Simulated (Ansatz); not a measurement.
A first try at a rigid scan of one bond length of AlH2IO, SMILES [OH][AlH][I], using Ansatz 0.2.0, Python API.

Script `run_scan.py`:
```python
"""Potential curve of AlH2IO along one bond."""

import ansatz
from ase import Atoms
import numpy as np

BASIS_SET = "def2-SVP"
FUNCTIONAL = "r2scan"
VDW = "d4"
CUTOFF_EV = 500

atoms = Atoms(["O", "Al", "I", "H", "H"], positions=[
    (-1.1023, -0.4628, -0.8571),
    (0.2258, 0.3678, 0.046),
    (2.4596, -0.8527, 0.2618),
    (-1.5636, -0.9279, -0.1853),
    (0.0303, 1.8019, 0.6932),
])
alh2io = ansatz.Crystal.molecule_from_ase(atoms)

symbols = [site.symbol for site in alh2io.cartesian_sites]
start = np.array([site.position_ang for site in alh2io.cartesian_sites])
axis = (start[2] - start[1]) / np.linalg.norm(start[2] - start[1])
moving = [2]
lengths, energies = [2.248, 2.35, 2.452, 2.555, 2.657, 2.759, 2.861, 3.014], []
for length in lengths:
    xyz = start.copy()
    xyz[moving] += (length - np.linalg.norm(start[2] - start[1])) * axis
    point = ansatz.Crystal.molecule()
    for symbol, place in zip(symbols, xyz):
        point = point.atom(symbol, place.tolist())
    calc = (
        point.calculation()
        .basis(gaussian=BASIS_SET)
        .functional(FUNCTIONAL, dispersion=VDW)
        .basis(CUTOFF_EV)
    )
    data = calc.run(threads=1).report
    energies.append(data["free_energy_ev"])
    print(f"r = {length:6.3f} A  E = {energies[-1]:.5f} eV  <S^2> = {abs(data['mean_field']['state']['spin_squared']):.3f}")

# quartic fit about the minimum
fit = np.polynomial.Polynomial.fit(lengths, np.array(energies) - min(energies), 4).convert()
roots = [r.real for r in fit.deriv().roots() if abs(r.imag) < 1e-9 and fit.deriv(2)(r.real) > 0]
r_e = min(roots, key=lambda r: abs(r - lengths[int(np.argmin(energies))]))
print(f"minimum of the fit at {r_e:.4f} A, force constant {fit.deriv(2)(r_e):.2f} eV/A^2")
```

```console
$ python run_scan.py
Traceback (most recent call last):
  File "run_scan.py", line 38, in <module>
    data = calc.run(threads=1).report
           ~~~~~~~~^^^^^^^^^^^
  ...
ansatz.RefusalError: invalid value for `basis.gaussian`: such a run doesn't read basis.ecutwfc; remove what it names
```
(Library frames cut from the traceback.)

Why does it end like this?

The fault: a plane-wave cutoff beside a Gaussian basis. The correction:

```diff
--- before
+++ after
@@ -9,3 +9,2 @@
 VDW = "d4"
-CUTOFF_EV = 500
 
@@ -35,3 +34,2 @@
         .functional(FUNCTIONAL, dispersion=VDW)
-        .basis(CUTOFF_EV)
     )
```

The mended script runs so:

Running `python run_scan.py` prints:
```text
r =  2.248 A  E = -16777.21718 eV  <S^2> = 0.000
r =  2.350 A  E = -16777.48907 eV  <S^2> = 0.000
r =  2.452 A  E = -16777.57946 eV  <S^2> = 0.000
r =  2.555 A  E = -16777.54395 eV  <S^2> = 0.000
r =  2.657 A  E = -16777.42389 eV  <S^2> = 0.000
r =  2.759 A  E = -16777.24843 eV  <S^2> = 0.000
r =  2.861 A  E = -16777.03849 eV  <S^2> = 0.000
r =  3.014 A  E = -16776.69086 eV  <S^2> = 0.000
minimum of the fit at 2.4696 A, force constant 11.40 eV/A^2
```

What to keep in mind:
- Total energies depend on the basis set; only differences at equal settings carry meaning.
- The rest of the molecule is held rigid at a force-field or estimated start geometry, and the basis set is modest; single-reference methods fail as a bond breaks.
- def2 sets replace the cores of elements past krypton by effective core potentials.
- The orbitals are restricted, so S² is zero by construction.
- It ran for 24 s on 1 thread of Arm Neoverse V2, on a shared host, peak memory 0.19 GiB.
